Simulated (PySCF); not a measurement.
# C7H5F3S (4-(trifluoromethyl)thiophenol): the cost of one run

Programs: PySCF 2.14.0, with routines of our own; each step states its level. All values are computed. Atoms count from 0.

### Step 1. The starting structure

16 atoms, charge 0, multiplicity 1; geometry from: GFN2-xTB.

### Step 2. Geometry optimisation at PBE0-D3(BJ)/def2-SVP

Job settings and geometry (Å):

```
{"job": {"xc": "PBE0", "basis": "def2-SVP", "d3": "d3bj", "grid": 2, "kind": "geom"}, "charge": 0, "multiplicity": 1}
F     -2.842411    -1.569513    -0.359998
C     -2.415907    -0.298570    -0.420281
F     -2.773965     0.167699    -1.626695
F     -3.157483     0.385103     0.476455
C     -0.945657    -0.165509    -0.154862
C     -0.226560     0.865755    -0.745512
C      1.120958     1.005233    -0.478484
C      1.752201     0.115811     0.384449
S      3.466654     0.244768     0.759965
C      1.026901    -0.913828     0.978578
C     -0.318778    -1.053892     0.711758
H     -0.719266     1.552563    -1.416206
H      1.679257     1.805565    -0.941027
H      3.704609     1.315793     0.003480
H      1.525867    -1.597010     1.648057
H     -0.884019    -1.851026     1.168913
```

Command:

```sh
OMP_NUM_THREADS=1 python excited_run.py task.json out
```

The driver reads the jobs from task.json and runs them one after another.

Q: Estimate the wall time and peak memory of this first job on 1 thread of Arm Neoverse V1, shared host.

About 2.1 min, with a peak of 0.88 GiB.
